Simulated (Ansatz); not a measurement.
# AlBFH₃SSi: geometry optimisation

The task: find the minimum of AlBFH₃SSi nearest to the start.

Computed with Ansatz 0.2.0. Level: RKS B3LYP-D4/def2-SVP.

## (1) The system as given

8 atoms, charge 0, spin multiplicity 1.

Atoms are counted from 1 here; the program's logs count them from 0.

Bond lengths: F1–B2 1.333 Å, B2–Al3 2.139 Å, B2–S5 1.839 Å, Al3–Si4 2.459 Å, Al3–H6 1.605 Å, Si4–S5 2.233 Å, Si4–H7 1.509 Å, Si4–H8 1.509 Å. Angles: F1–B2–Al3 138.0°, F1–B2–S5 119.6°, Al3–B2–S5 102.3°, B2–Al3–Si4 80.0°, B2–Al3–H6 143.0°, Si4–Al3–H6 135.9°, Al3–Si4–S5 82.7°, Al3–Si4–H7 125.1°, Al3–Si4–H8 121.7°, S5–Si4–H7 107.7°, S5–Si4–H8 107.2°, H7–Si4–H8 106.7°, B2–S5–Si4 93.0°.

Coordinates:

```
atom    x (Å)    y (Å)    z (Å)
  F1  -1.6200   2.1104   1.3111
  B2  -0.8571   1.2036   0.7010
 Al3   0.9861   0.1787   1.0549
 Si4   0.2033  -1.0272  -0.9394
  S5  -1.3258   0.5998  -0.9715
  H6   2.3493   0.2454   1.8999
  H7   0.8969  -1.0319  -2.2791
  H8  -0.5407  -2.3358  -0.8326
```

## (2) Relaxation

Contents of input.yaml:

```yaml
crystal:
  periodic: [false, false, false]
  atoms:
    - { symbol: F, position_ang: [-1.619952, 2.110383, 1.311094] }
    - { symbol: B, position_ang: [-0.857118, 1.203607, 0.700998] }
    - { symbol: Al, position_ang: [0.986143, 0.178653, 1.054917] }
    - { symbol: Si, position_ang: [0.203332, -1.027244, -0.939424] }
    - { symbol: S, position_ang: [-1.325804, 0.59976, -0.971544] }
    - { symbol: H, position_ang: [2.349319, 0.245374, 1.899888] }
    - { symbol: H, position_ang: [0.896865, -1.031862, -2.279141] }
    - { symbol: H, position_ang: [-0.540685, -2.335771, -0.832589] }
basis:
  gaussian: { orbitals: def2-SVP }
hamiltonian:
  xc: { name: B3LYP }
  dispersion: d4
output:
  forces: true
relax:
  f_tol: 0.003
  max_steps: 120
```

The run is started by

```
$ ansatz run input.yaml --threads 1 --pin off --max-ram 2560MiB --backend cpu --events-out ev --progress --plain --runs-dir out
```

The program printed:

```text
Warning: RAYON_NUM_THREADS=1 ignored (pool sized by the plan → 1); use --threads N
The last accepted step is kept in <dir> (removed where the run ends without a failure and the disk answers)
Engine: ansatz 0.2.0, x86_64-unknown-linux-gnu
Functional definition: B3LYP
  parameter a0 = 0.2
  parameter ax = 0.72
  parameter ac = 0.81
  exchange = (1 - a0 - ax)*slater_x + ax*b88_x + a0*exact_x
  correlation = (1 - ac)*vwn_rpa_c + ac*lyp_c
995 factors; integrals over basis functions are off by at most 3.8e-4 eV
mean field evaluation 1: about -28743.0180 eV, gradient 2.8e1 eV
mean field evaluation 2: about -28742.0624 eV, gradient 4.0e1 eV
mean field evaluation 4: about -28744.7623 eV, gradient 1.5e0 eV
mean field evaluation 8: about -28744.7946 eV, gradient 3.4e-2 eV
mean field evaluation 16: about -28744.7946 eV, gradient 1.6e-5 eV
mean field -28744.79459465 eV, -1056.3517174318 hartree, gradient 1.6e-5 eV, S^2 0.000000; 0 other end points of the search recorded, 0 dependent functions left out
the calculation of the forces begins
reference -28744.79485922 eV, -1056.3517271547 hartree; 30, 30 occupied and 67, 67 virtual orbitals, 995 factors
relax step   1: F+E_penalty+E_count = -28745.17955097 eV  Δ(F+E_penalty+E_count) = +0.000e0 eV  max|allowed force component| = 2.397e-1 eV/Å  Δτ_max = 0.0000 Å  (26 SCF iters, accepted)
these checks for a lower state are left out or cut short: starts, cluster_reference, orbital_swaps, neighbouring_geometries, increment
995 factors; integrals over basis functions are off by at most 3.7e-4 eV
mean field -28744.80001495 eV, -1056.3519166240 hartree, gradient 9.0e-6 eV, S^2 0.000000; 0 other end points of the search recorded, 0 dependent functions left out
the calculation of the forces begins
reference -28744.80027916 eV, -1056.3519263337 hartree; 30, 30 occupied and 67, 67 virtual orbitals, 995 factors
relax step   2: F+E_penalty+E_count = -28745.18526461 eV  Δ(F+E_penalty+E_count) = -5.714e-3 eV  max|allowed force component| = 1.483e-1 eV/Å  Δτ_max = 0.0275 Å  (31 SCF iters, accepted)
these checks for a lower state are left out or cut short: starts, cluster_reference, orbital_swaps, neighbouring_geometries, increment
995 factors; integrals over basis functions are off by at most 3.7e-4 eV
mean field -28744.80238416 eV, -1056.3520036909 hartree, gradient 2.3e-5 eV, S^2 0.000000; 0 other end points of the search recorded, 0 dependent functions left out
the calculation of the forces begins
reference -28744.80264810 eV, -1056.3520133908 hartree; 30, 30 occupied and 67, 67 virtual orbitals, 995 factors
relax step   3: F+E_penalty+E_count = -28745.18773725 eV  Δ(F+E_penalty+E_count) = -2.473e-3 eV  max|allowed force component| = 9.802e-2 eV/Å  Δτ_max = 0.0297 Å  (30 SCF iters, accepted)
these checks for a lower state are left out or cut short: starts, cluster_reference, orbital_swaps, neighbouring_geometries, increment
995 factors; integrals over basis functions are off by at most 3.7e-4 eV
mean field evaluation 32: about -28744.7758 eV, gradient 6.2e-3 eV
mean field -28744.80111987 eV, -1056.3519572290 hartree, gradient 2.3e-5 eV, S^2 0.000000; 0 other end points of the search recorded, 0 dependent functions left out
the calculation of the forces begins
reference -28744.80138366 eV, -1056.3519669232 hartree; 30, 30 occupied and 67, 67 virtual orbitals, 995 factors
relax step   4: F+E_penalty+E_count = -28745.18673284 eV  Δ(F+E_penalty+E_count) = +1.004e-3 eV  max|allowed force component| = 1.271e-1 eV/Å  Δτ_max = 0.0215 Å  (31 SCF iters, rejected (line search))
these checks for a lower state are left out or cut short: starts, cluster_reference, orbital_swaps, neighbouring_geometries, increment
995 factors; integrals over basis functions are off by at most 3.7e-4 eV
mean field -28744.80322460 eV, -1056.3520345765 hartree, gradient 2.2e-5 eV, S^2 0.000000; 0 other end points of the search recorded, 0 dependent functions left out
the calculation of the forces begins
reference -28744.80348846 eV, -1056.3520442733 hartree; 30, 30 occupied and 67, 67 virtual orbitals, 995 factors
relax step   5: F+E_penalty+E_count = -28745.18868270 eV  Δ(F+E_penalty+E_count) = -9.454e-4 eV  max|allowed force component| = 5.490e-2 eV/Å  Δτ_max = 0.0104 Å  (31 SCF iters, accepted)
these checks for a lower state are left out or cut short: starts, cluster_reference, orbital_swaps, neighbouring_geometries, increment
995 factors; integrals over basis functions are off by at most 3.8e-4 eV
mean field -28744.80659484 eV, -1056.3521584308 hartree, gradient 8.5e-6 eV, S^2 0.000000; 0 other end points of the search recorded, 0 dependent functions left out
the calculation of the forces begins
reference -28744.80685934 eV, -1056.3521681510 hartree; 30, 30 occupied and 67, 67 virtual orbitals, 995 factors
relax step   6: F+E_penalty+E_count = -28745.19172285 eV  Δ(F+E_penalty+E_count) = -3.040e-3 eV  max|allowed force component| = 4.456e-2 eV/Å  Δτ_max = 0.0955 Å  (31 SCF iters, accepted)
these checks for a lower state are left out or cut short: starts, cluster_reference, orbital_swaps, neighbouring_geometries, increment
995 factors; integrals over basis functions are off by at most 4.0e-4 eV
mean field -28744.80741818 eV, -1056.3521886878 hartree, gradient 1.8e-5 eV, S^2 0.000000; 0 other end points of the search recorded, 0 dependent functions left out
the calculation of the forces begins
reference -28744.80768369 eV, -1056.3521984453 hartree; 30, 30 occupied and 67, 67 virtual orbitals, 995 factors
relax step   7: F+E_penalty+E_count = -28745.19205083 eV  Δ(F+E_penalty+E_count) = -3.280e-4 eV  max|allowed force component| = 1.581e-1 eV/Å  Δτ_max = 0.1176 Å  (29 SCF iters, accepted)
these checks for a lower state are left out or cut short: starts, cluster_reference, orbital_swaps, neighbouring_geometries, increment
995 factors; integrals over basis functions are off by at most 3.9e-4 eV
mean field evaluation 64: about -28744.8084 eV, gradient 2.3e-5 eV
mean field -28744.80839628 eV, -1056.3522246324 hartree, gradient 2.3e-5 eV, S^2 0.000000; 0 other end points of the search recorded, 0 dependent functions left out
the calculation of the forces begins
reference -28744.80866154 eV, -1056.3522343805 hartree; 30, 30 occupied and 67, 67 virtual orbitals, 995 factors
relax step   8: F+E_penalty+E_count = -28745.19330022 eV  Δ(F+E_penalty+E_count) = -1.249e-3 eV  max|allowed force component| = 9.262e-2 eV/Å  Δτ_max = 0.0292 Å  (31 SCF iters, accepted)
these checks for a lower state are left out or cut short: starts, cluster_reference, orbital_swaps, neighbouring_geometries, increment
995 factors; integrals over basis functions are off by at most 4.0e-4 eV
mean field -28744.80880677 eV, -1056.3522397175 hartree, gradient 2.3e-5 eV, S^2 0.000000; 0 other end points of the search recorded, 0 dependent functions left out
the calculation of the forces begins
reference -28744.80907207 eV, -1056.3522494672 hartree; 30, 30 occupied and 67, 67 virtual orbitals, 995 factors
relax step   9: F+E_penalty+E_count = -28745.19381070 eV  Δ(F+E_penalty+E_count) = -5.105e-4 eV  max|allowed force component| = 1.215e-2 eV/Å  Δτ_max = 0.0274 Å  (31 SCF iters, accepted)
these checks for a lower state are left out or cut short: starts, cluster_reference, orbital_swaps, neighbouring_geometries, increment
995 factors; integrals over basis functions are off by at most 4.0e-4 eV
mean field -28744.80895295 eV, -1056.3522450896 hartree, gradient 2.3e-5 eV, S^2 0.000000; 0 other end points of the search recorded, 0 dependent functions left out
the calculation of the forces begins
reference -28744.80921848 eV, -1056.3522548477 hartree; 30, 30 occupied and 67, 67 virtual orbitals, 995 factors
relax step  10: F+E_penalty+E_count = -28745.19388739 eV  Δ(F+E_penalty+E_count) = -7.669e-5 eV  max|allowed force component| = 2.810e-2 eV/Å  Δτ_max = 0.0305 Å  (31 SCF iters, accepted)
these checks for a lower state are left out or cut short: starts, cluster_reference, orbital_swaps, neighbouring_geometries, increment
995 factors; integrals over basis functions are off by at most 4.0e-4 eV
mean field -28744.80899801 eV, -1056.3522467457 hartree, gradient 2.2e-5 eV, S^2 0.000000; 0 other end points of the search recorded, 0 dependent functions left out
the calculation of the forces begins
reference -28744.80926355 eV, -1056.3522565041 hartree; 30, 30 occupied and 67, 67 virtual orbitals, 995 factors
relax step  11: F+E_penalty+E_count = -28745.19393433 eV  Δ(F+E_penalty+E_count) = -4.694e-5 eV  max|allowed force component| = 3.656e-2 eV/Å  Δτ_max = 0.0173 Å  (30 SCF iters, accepted)
these checks for a lower state are left out or cut short: starts, cluster_reference, orbital_swaps, neighbouring_geometries, increment
995 factors; integrals over basis functions are off by at most 4.0e-4 eV
mean field -28744.80898625 eV, -1056.3522463134 hartree, gradient 2.0e-5 eV, S^2 0.000000; 0 other end points of the search recorded, 0 dependent functions left out
the calculation of the forces begins
reference -28744.80925177 eV, -1056.3522560710 hartree; 30, 30 occupied and 67, 67 virtual orbitals, 995 factors
relax step  12: F+E_penalty+E_count = -28745.19399655 eV  Δ(F+E_penalty+E_count) = -6.222e-5 eV  max|allowed force component| = 9.122e-3 eV/Å  Δτ_max = 0.0035 Å  (24 SCF iters, accepted)
these checks for a lower state are left out or cut short: starts, cluster_reference, orbital_swaps, neighbouring_geometries, increment
995 factors; integrals over basis functions are off by at most 4.0e-4 eV
mean field evaluation 96: about -28744.8090 eV, gradient 9.9e-5 eV
mean field -28744.80902312 eV, -1056.3522476683 hartree, gradient 6.3e-6 eV, S^2 0.000000; 0 other end points of the search recorded, 0 dependent functions left out
the calculation of the forces begins
reference -28744.80928865 eV, -1056.3522574264 hartree; 30, 30 occupied and 67, 67 virtual orbitals, 995 factors
relax step  13: F+E_penalty+E_count = -28745.19400735 eV  Δ(F+E_penalty+E_count) = -1.080e-5 eV  max|allowed force component| = 1.781e-3 eV/Å  Δτ_max = 0.0018 Å  (24 SCF iters, accepted)
995 factors; integrals over basis functions are off by at most 4.0e-4 eV
mean field -28744.80902312 eV, -1056.3522476683 hartree, gradient 6.3e-6 eV, S^2 0.000000; 1 other end points of the search recorded, 0 dependent functions left out
the calculation of the forces begins
reference -28744.80928865 eV, -1056.3522574264 hartree; 30, 30 occupied and 67, 67 virtual orbitals, 995 factors
Total energy: -28745.19427288 eV, -1056.3664053358 hartree
Atom 0 at    -1.485461     2.270352     1.196427 Å, force     0.000018     0.001248     0.001068 eV/Å
Atom 1 at    -0.822038     1.257129     0.657927 Å, force    -0.001234    -0.000041    -0.000903 eV/Å
Atom 2 at     0.997349     0.193727     1.030440 Å, force     0.000464    -0.000506    -0.000228 eV/Å
Atom 3 at     0.195860    -1.026105    -0.948633 Å, force    -0.000617    -0.000249    -0.000531 eV/Å
Atom 4 at    -1.501716     0.414141    -0.818901 Å, force     0.001781    -0.000928     0.000564 eV/Å
Atom 5 at     2.251559     0.128935     2.003690 Å, force    -0.000599     0.000128    -0.000397 eV/Å
Atom 6 at     0.821245    -0.884873    -2.299387 Å, force     0.000077     0.000296     0.000346 eV/Å
Atom 7 at    -0.364698    -2.410405    -0.877363 Å, force     0.000112     0.000051     0.000081 eV/Å
Dipole moment:     0.375503    -0.170439     0.130213 e Å
```

Wall time 97 s (1 thread of Intel Xeon Platinum 8259CL at 2.50GHz (Skylake/Cascade Lake), shared host); peak memory 0.23 GiB.

Step by step: (the energy doesn't fall at every step)

```
step  energy from step 1 (eV)  largest force component (eV/Å)
   1                   0.0000                          0.2397
   2                  -0.0057                          0.1483
   3                  -0.0082                          0.0980
   4                  -0.0072                          0.1271
   5                  -0.0091                          0.0549
   6                  -0.0122                          0.0446
   7                  -0.0125                          0.1581
   8                  -0.0137                          0.0926
   9                  -0.0143                          0.0122
  10                  -0.0143                          0.0281
  11                  -0.0144                          0.0366
  12                  -0.0144                          0.0091
  13                  -0.0145                          0.0018
```

Distances of close pairs at the start and the end, largest changes first:

```
   bond  before (Å)  after (Å)  change (Å)
 Al3–H6       1.605      1.589      -0.016
 Si4–H8       1.509      1.495      -0.014
 Si4–H7       1.509      1.495      -0.013
  B2–S5       1.839      1.831      -0.008
  F1–B2       1.333      1.325      -0.007
 Si4–S5       2.233      2.230      -0.003
 B2–Al3       2.139      2.140      +0.001
Al3–Si4       2.459      2.459      +0.001
```

## (3) Outcome

| quantity | value |
| --- | --- |
| energy gained | 0.0145 eV |
| root mean square move | 0.178 Å |
| dipole moment | 2.08 D |

Bond lengths: F1–B2 1.325 Å, B2–Al3 2.140 Å, B2–S5 1.831 Å, Al3–Si4 2.459 Å, Al3–H6 1.589 Å, Si4–S5 2.230 Å, Si4–H7 1.495 Å, Si4–H8 1.495 Å. Angles: F1–B2–Al3 137.3°, F1–B2–S5 119.6°, Al3–B2–S5 103.1°, B2–Al3–Si4 80.2°, B2–Al3–H6 142.9°, Si4–Al3–H6 136.9°, Al3–Si4–S5 83.2°, Al3–Si4–H7 122.9°, Al3–Si4–H8 122.9°, S5–Si4–H7 108.1°, S5–Si4–H8 108.0°, H7–Si4–H8 106.7°, B2–S5–Si4 93.5°. No frequencies were computed here.
